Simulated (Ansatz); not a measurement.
# NaAs+ (quartet): from Hartree-Fock to the top rungs, cc-pVDZ

One table from this session's results is given with a row withheld; the runs are named, their logs left out.

The runs use Ansatz 0.2.0, Gaussian basis; cc-pVDZ, core rule «outside noble gas», up to 19 orbitals frozen.

The runs, in order: UHF; CCSD(T) on ROHF; CCSD(T) on UHF; BCCD(T) on ROHF; CISD as a restricted active space (open shells left free, so some higher excitations enter); CCSDT(Q) on ROHF; CCSDT(Q) on UHF; CISDTQ; Full CI.

25 further runs of the same task are left out: 11 for a known fault of the program, 5 that didn't finish, 9 set aside as unsound or not needed. Runs told in other sessions of the task aren't counted.

## What is computed

The geometry is a PBE0/def2-TZVP stationary point (not a proven minimum) of the parent state, kept for this charge and spin. No spin-orbit coupling is included. The filled d shell of As may be among the frozen orbitals whatever the setting's name suggests.

2 atoms, charge 1, spin multiplicity 4.

Atoms are counted from 1 here; the program's logs count them from 0.

Bond lengths: As1–Na2 2.734 Å.

Coordinates:

```xyz
2

As    0.00000    0.00000    0.00000
Na    0.00000    0.00000    2.73430
```

The first run:

The input, in.yaml:

```yaml
crystal:
  periodic: [false, false, false]
  atoms:
    - {symbol: As, position_ang: [0.000000, 0.000000, 0.000000]}
    - {symbol: Na, position_ang: [0.000000, 0.000000, 2.734300]}
basis:
  gaussian: {orbitals: cc-pVDZ}
total_charge: 1
magnetization: {spin_polarized: true, initial_magnetization: 3}
hamiltonian: {xc: hf}
output: {orbitals: {seedname: orbitals}}
```

Started as:

```console
$ ansatz run in.yaml --threads 1 --pin off --events-out ev --progress --plain --max-ram 2393MiB
```

Steps of the session up to this table: UHF; CCSD(T) on ROHF; CCSD(T) on UHF; BCCD(T) on ROHF; CISD as a restricted active space (open shells left free, so some higher excitations enter); CCSDT(Q) on ROHF; CCSDT(Q) on UHF; CISDTQ; Full CI.

One of the session's tables, all rows but one given; the rest of the session is left out.

| method | from FCI (meV) |
| --- | --- |
| ROHF | +1948.9 |
| UHF | +1925.3 |
| RMP2 | ? |
| UMP2 | +422.7 |
| CISD | +48.3 |
| RCCSD | +33.5 |
| UCCSD | +16.8 |
| RCCSD(T) | +8.6 |
| UCCSD(T) | -8.0 |
| BCCD(T) | +8.6 |
| RCCSDT | +2.2 |
| UCCSDT | -14.4 |
| CISDTQ | +0.2 |
| RCCSDT(Q) | +0.5 |
| UCCSDT(Q) | -16.1 |
| FCI | 0 |

**Question.** Estimate the row for RMP2.

As computed: from FCI (meV): +437.8. In the column «from FCI (meV)» it lies between UMP2 (+422.7) and UHF (+1925.3).

Limits of these values: UCCSD(T), UCCSDT, UCCSDT(Q) fall below full CI: unrestricted runs freeze a spin-polarised core, another one than full CI's, and coupled cluster isn't variational. Levels on UHF freeze UHF's core orbitals, full CI those of ROHF, so the U rows can settle a little off it for that reason alone. Restricted and unrestricted rows rest on different reference determinants; a gap between their highest levels can come from leftover correlation error, from unlike frozen cores or from another state.
